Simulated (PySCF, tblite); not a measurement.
# C₇H₁₁ClSi: geometry, infrared bands and NMR shifts

Aim: predict the infrared bands and NMR shifts of C₇H₁₁ClSi (`C#C[Si@@H]1CCCC[C@@H]1Cl`).

Computed with tblite 0.8.0 and PySCF 2.14.0, with density-fitted response routines of our own, on a single molecule in the gas phase. Atoms are numbered from 0 throughout.

**1. The starting structure**

20 atoms, charge 0, multiplicity 1; geometry from: force field or distance geometry start.

Bonds of the start (Å): C0–C1 1.20, C1–Si2 1.80, Si2–C3 1.87, C3–C4 1.50, C4–C5 1.50, C5–C6 1.50, C6–C7 1.49, C7–Cl8 1.79, C7–Si2 1.84, C0–H9 1.06, Si2–H10 1.49, C3–H11 1.10, C3–H12 1.11, C4–H13 1.12, C4–H14 1.12, C5–H15 1.08, C5–H16 1.11, C6–H17 1.11, C6–H18 1.12, C7–H19 1.13.

**2. Relaxing the molecule with GFN2-xTB**

The job: settings as JSON, then the geometry in Å.

```
{"job": {"kind": "relax", "xc": "GFN2-xTB", "basis": "xTB"}, "charge": 0, "multiplicity": 1}
C      3.540900    -0.868800     0.136500
C      2.459400    -0.669300    -0.352600
Si     0.845500    -0.405600    -1.096000
C      0.409300     1.392000    -0.836800
C     -0.600900     1.565100     0.263800
C     -1.748500     0.596900     0.197600
C     -1.370700    -0.802400     0.588400
C     -0.454200    -1.491100    -0.367500
Cl     0.382300    -2.825400     0.482900
H      4.486200    -1.058500     0.573500
H      0.976700    -0.665100    -2.560800
H      0.038200     1.832100    -1.770400
H      1.330200     1.898900    -0.484600
H     -1.034200     2.596900     0.247700
H     -0.144800     1.432200     1.274400
H     -2.272000     0.578500    -0.747600
H     -2.478300     0.957400     0.955600
H     -0.927700    -0.766700     1.605500
H     -2.337700    -1.368800     0.662700
H     -1.104900    -1.917600    -1.185200
```

On the command line:

```bash
OMP_NUM_THREADS=1 python probes_run.py task.json out
```

The driver reads the jobs from task.json and runs them one after another.

**Question.** This job is followed by: GFN2-xTB harmonic vibrations, gas phase; GIAO PBE0/pcSseg-1 NMR shielding, non-relativistic, gas phase. What will the session give for the following? strongest single infrared mode (GFN2-xTB); zero-point energy (GFN2-xTB); 13C shifts against TMS (PBE0/pcSseg-1); 1H shifts against TMS (PBE0/pcSseg-1); 29Si shifts against TMS (PBE0/pcSseg-1); 35Cl shifts against HCl (PBE0/pcSseg-1).

As calculated:

| quantity | value |
| --- | --- |
| strongest single infrared mode (GFN2-xTB) | 2257 cm⁻¹, 310 km/mol |
| zero-point energy (GFN2-xTB) | 98.7 kcal/mol |
| 13C shifts against TMS (PBE0/pcSseg-1) | 105.2, 86.3, 48.8, 40.1, 32.5, 26.7, 16.3 ppm |
| 1H shifts against TMS (PBE0/pcSseg-1) | 4.59, 3.17, 2.38, 1.99, 1.93, 1.92, 1.91, 1.58, 1.11, 1.02, 0.63 ppm |
| 29Si shifts against TMS (PBE0/pcSseg-1) | -41.4 ppm |
| 35Cl shifts against HCl (PBE0/pcSseg-1) | 134 ppm |

The optimisation took 110 steps and gained 0.503 eV; among the close pairs (by a distance rule), Si2–C7 changed most, from 1.843 to 1.914 Å. No mode is imaginary among the 54: a minimum at this level. The strongest single mode, at 2257 cm⁻¹, moves mainly H10. Unscaled tight-binding wavenumbers are off by several per cent, some by more. Its intensities can rank the bands wrongly. At PBE0/pcSseg-1: The widest tensor belongs to Cl8: span 459 ppm, with a paramagnetic part of -330 ppm.
